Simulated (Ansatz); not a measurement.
# C2HF (fluoroacetylene): RPA@PBE/STO-3G

Aim: the electronic atomisation energy of C2HF (fluoroacetylene) at RPA@PBE/STO-3G, from 4 runs. 

Program for the calculation: Ansatz 0.2.0.

49 further runs of the same task are left out: 5 that didn't finish, 44 set aside as unsound or not needed.

**1. The system as given**

C2HF: 4 atoms, total charge 0, spin state singlet. As SMILES, `C#CF`. The coordinates come from a PBE0-D4/def2-TZVP relaxation.

Bond lengths: C1–C2 1.192 Å, C2–F3 1.270 Å, C1–H4 1.063 Å. Angles: C1–C2–F3 180.0°, C2–C1–H4 180.0°.

**2. A single-point energy at RPA@PBE/STO-3G**

The input, in.yaml:

```yaml
basis:
  gaussian:
    orbitals: STO-3G
crystal:
  periodic: [false, false, false]
  atoms:
    - {symbol: C, position_ang: [-0.361030, 0.453110, -0.290220]}
    - {symbol: C, position_ang: [0.303270, -0.380840, 0.243810]}
    - {symbol: F, position_ang: [1.010600, -1.269010, 0.812300]}
    - {symbol: H, position_ang: [-0.952830, 1.196740, -0.765890]}
hamiltonian:
  xc: {name: PBE}
correlation:
  method: rpa
  frozen_orbitals: {C: 1, F: 1, H: 0}
accuracy: high
```

The run is started by

```sh
$ ansatz run in.yaml --threads 1 --pin off --max-ram 3480MiB --events-out events.jsonl --progress --plain --runs-dir runs
```

What it wrote:

```text
Warning: RAYON_NUM_THREADS=1 ignored (pool sized by the plan → 1); use --threads N
Functional definition: PBE
  name "PBE"
  parameter kappa = 0.804
  parameter beta = 0.06672455060314922
  exchange = pbe_x(kappa = kappa, mu = beta*pi^2/3)
  correlation = pbe_c(beta = beta)
270 factors; integrals over basis functions are off by at most 3.6e-8 eV
mean field evaluation 1: about -4730.9272 eV, gradient 3.1e1 eV
mean field evaluation 2: about -4730.8374 eV, gradient 3.1e1 eV
mean field evaluation 4: about -4733.0068 eV, gradient 1.3e1 eV
mean field evaluation 8: about -4733.4248 eV, gradient 2.1e-2 eV
mean field evaluation 16: about -4733.4222 eV, gradient 1.1e-6 eV
mean field -4733.42216323 eV, -173.9500560700 hartree, gradient 1.1e-8 eV, S^2 0.000000; 0 other end points of the search recorded, 0 dependent functions left out
3 core orbitals not correlated: weight in the atoms' cores, before any rotation towards them, 1.000 or more for the frozen orbitals, at most 0.000 for the correlated occupied ones
reference -4715.27555139 eV, -173.2831803849 hartree; 8, 8 occupied and 5, 5 virtual orbitals, 270 factors
Total energy: -4722.47547009 eV, -173.5477725170 hartree
```

It took 1.3 s on 1 thread of Intel Xeon Platinum 8259CL at 2.50GHz (Skylake/Cascade Lake), shared host; peak memory 0.1 GiB.

**3. The C atom, same level**

The input, molecule.yaml:

```yaml
crystal:
  periodic: [false, false, false]
  atoms:
    - {symbol: C, position_ang: [0.000000, 0.000000, 0.000000]}
basis:
  gaussian:
    orbitals: STO-3G
total_charge: 0
magnetization:
  spin_polarized: true
  initial_magnetization: 2
hamiltonian:
  xc: pbe
correlation:
  method: rpa
  frozen_orbitals: {C: 1}
accuracy: high
```

Run the same way, it converges to -37.26175 Eh (log not shown).

**4. The F atom, same level**

The input, in.yaml:

```yaml
crystal:
  periodic: [false, false, false]
  atoms:
    - {symbol: F, position_ang: [0.000000, 0.000000, 0.000000]}
basis:
  gaussian:
    orbitals: STO-3G
magnetization:
  spin_polarized: true
  initial_magnetization: 1
hamiltonian:
  xc: pbe
correlation:
  method: rpa
  frozen_orbitals: {F: 1}
accuracy: high
```

Run the same way, it converges to -98.01752 Eh (log not shown).

**5. The H atom**

The input, molecule.yaml:

```yaml
crystal:
  periodic: [false, false, false]
  atoms:
    - {symbol: H, position_ang: [0.000000, 0.000000, 0.000000]}
basis:
  gaussian: {orbitals: STO-3G}
hamiltonian: {xc: {name: PBE}}
magnetization: {spin_polarized: true, initial_magnetization: 1}
accuracy: high
correlation: {method: rpa, frozen_orbitals: {H: 0}}
```

The run is started by

```sh
$ ansatz run molecule.yaml --threads 1 --pin off --max-ram 3480MiB --events-out events.jsonl --progress --plain --runs-dir runs
```

What it wrote:

```text
Warning: RAYON_NUM_THREADS=1 ignored (pool sized by the plan → 1); use --threads N
Functional definition: PBE
  name "PBE"
  parameter kappa = 0.804
  parameter beta = 0.06672455060314922
  exchange = pbe_x(kappa = kappa, mu = beta*pi^2/3)
  correlation = pbe_c(beta = beta)
1 factors; integrals over basis functions are off by at most 4.6e-10 eV
mean field evaluation 1: about -12.6363 eV, gradient 0.0e0 eV
mean field evaluation 2: about -12.6363 eV, gradient 0.0e0 eV
mean field -12.63630448 eV, -0.4643756244 hartree, gradient 0.0e0 eV, S^2 0.750000; 0 other end points of the search recorded, 0 dependent functions left out
reference -12.69633895 eV, -0.4665818504 hartree; 1, 0 occupied and 0, 1 virtual orbitals, 1 factors
Total energy: -12.69633895 eV, -0.4665818504 hartree
```

It took 0.1 s on 1 thread of Intel Xeon Platinum 8259CL at 2.50GHz (Skylake/Cascade Lake), shared host.

**6. Results**

At RPA@PBE/STO-3G, 3 core orbitals frozen:

| quantity | value |
| --- | --- |
| molecule: total energy | -173.54777 Eh |
| molecule: RPA correlation energy (valence) | -264.6 mEh |
| C atom: total energy | -37.26175 Eh |
| C atom: RPA correlation energy (valence) | -63.4 mEh |
| C atom: ⟨S²⟩ of the reference determinant | 2.000 |
| F atom: total energy | -98.01752 Eh |
| F atom: RPA correlation energy (valence) | -31.0 mEh |
| F atom: ⟨S²⟩ of the reference determinant | 0.750 |
| H atom: total energy | -0.46658 Eh |
| H atom: RPA correlation energy | 0.0 mEh |
| H atom: ⟨S²⟩ of the reference determinant | 0.750 |
| electronic atomisation energy | 14.699 eV |

Taking the molecule apart into free atoms costs 14.70 eV (339 kcal/mol), before zero-point energy and without spin-orbit coupling. In a minimal basis such a difference can be off by several eV, whatever the method.
